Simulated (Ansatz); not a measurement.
Run this with Ansatz's Python interface and show what comes out.

`bfh4np.xyz`
```text
8

N    -1.32180   -0.52400   -0.18020
B    -0.37600    0.66480   -0.10210
F    -0.79440    1.94920   -0.61290
P     1.37490    0.47480    0.69310
H    -1.45240   -0.87840    0.79370
H    -0.83250   -1.27310   -0.71930
H     1.33780   -0.97750    0.70990
H     2.06440    0.56420   -0.58220
```

The script, `bfh4np.py`:
```python
'''Harmonic frequencies of BFH4NP at its relaxed geometry.'''

import warnings

import ansatz as az
import numpy as np

BASIS_SET = 'def2-SVP'
XC = 'b3lyp'

warnings.simplefilter('ignore', az.DeckWarning)

molecule = az.Crystal.molecule_from_extxyz('bfh4np.xyz')

calc = (
    molecule.calculation()
    .basis(gaussian=BASIS_SET)
    .functional(XC)
)
symbols = [site.symbol for site in molecule.cartesian_sites]
start = np.array([site.position_ang for site in molecule.cartesian_sites], dtype=float)
report = calc.relax(force_tolerance=0.003).run().report
end = np.array(report['positions_ang'])

print('final positions (A) and the move of each atom')
for symbol, xyz, old in zip(symbols, end, start):
    print(f'{symbol:2s} {xyz[0]:10.5f} {xyz[1]:10.5f} {xyz[2]:10.5f}   {np.linalg.norm(xyz - old):7.4f}')

# same settings at the minimum
minimum = az.Crystal.molecule()
for symbol, xyz in zip(symbols, end):
    minimum = minimum.atom(symbol, xyz.tolist())
vibrating = (
    minimum.calculation()
    .basis(gaussian=BASIS_SET)
    .functional(XC)
    .phonons(temperatures=(200, 600, 100))
)
vib = vibrating.run().report['vibrations']
sums = vib['harmonic_sums']
modes = [m['omega_inv_cm'] for m in sums['modes_at_gamma'] if m['rigid_motion'] == 'no']
for number, w in enumerate(modes, start=1):
    print(f'mode {number:2d} {w:9.1f} 1/cm {w / 8065.544 * 1000:8.2f} meV')
print('imaginary modes:', sum(w < 0 for w in modes), ' zero-point energy:', round(sums['zero_point_energy_ev'], 4), 'eV')
print('T (K)   F_vib (eV)   S_vib (meV/K)   C_vib (meV/K)')
for row in zip(sums['temperatures_k'], sums['vibrational_free_energy_ev'], vib['entropy_ev_per_k'], vib['heat_capacity_ev_per_k']):
    print(f'{row[0]:6.1f} {row[1]:11.4f} {1000 * row[2]:13.4f} {1000 * row[3]:15.4f}')

# all hydrogen replaced by deuterium
heavier = vibrating.phonons(masses={'H': 2.014102}).run().report['vibrations']['harmonic_sums']
print('deuterated (1/cm):', ' '.join(f'{m["omega_inv_cm"]:.0f}' for m in heavier['modes_at_gamma'] if m['rigid_motion'] == 'no'))
print('zero-point energy falls by', round(sums['zero_point_energy_ev'] - heavier['zero_point_energy_ev'], 4), 'eV')
```

Running `python bfh4np.py` prints:
```text
final positions (A) and the move of each atom
N    -1.21211   -0.57315    0.01132    0.2261
B    -0.30591    0.49059    0.02521    0.2269
F    -0.75500    1.71358   -0.30854    0.3869
P     1.54276    0.33821    0.62933    0.2256
H    -2.18949   -0.43778   -0.22718    1.3340
H    -0.96585   -1.52828    0.23488    0.9967
H     1.77406   -0.98580    0.14472    0.7140
H     2.11153    0.98264   -0.50974    0.4273
mode  1     137.6 1/cm    17.06 meV
mode  2     245.0 1/cm    30.38 meV
mode  3     352.4 1/cm    43.69 meV
mode  4     415.6 1/cm    51.53 meV
mode  5     484.3 1/cm    60.05 meV
mode  6     572.3 1/cm    70.96 meV
mode  7     591.3 1/cm    73.31 meV
mode  8     734.6 1/cm    91.08 meV
mode  9     748.8 1/cm    92.84 meV
mode 10     886.5 1/cm   109.91 meV
mode 11    1094.3 1/cm   135.68 meV
mode 12    1230.9 1/cm   152.61 meV
mode 13    1393.5 1/cm   172.77 meV
mode 14    1589.9 1/cm   197.13 meV
mode 15    2378.6 1/cm   294.90 meV
mode 16    2397.1 1/cm   297.20 meV
mode 17    3586.2 1/cm   444.63 meV
mode 18    3700.0 1/cm   458.74 meV
imaginary modes: 0  zero-point energy: 1.3972 eV
T (K)   F_vib (eV)   S_vib (meV/K)   C_vib (meV/K)
 200.0      1.3824        0.2150          0.3561
 300.0      1.3517        0.3991          0.5575
 400.0      1.3026        0.5818          0.7127
 500.0      1.2357        0.7542          0.8324
 600.0      1.1522        0.9146          0.9268
deuterated (1/cm): 101 222 325 331 375 449 510 564 638 754 789 1087 1233 1450 1706 1724 2598 2732
zero-point energy falls by 0.3068 eV
```

Notes:
- The frequencies are harmonic and unscaled, in a modest basis. The result belongs to the one conformer reached from this start, and soft torsions count as harmonic oscillators.
- b3lyp holds the VWN-RPA fit, as in Gaussian; the form of ORCA and Turbomole is b3lyp5.
- The whole script took 92 s on 1 thread of AMD EPYC 9R45 96-Core Processor (Zen 5) (shared host), peak memory 0.24 GiB.

(Lines on the test bed's own set-up are left out of the output.)
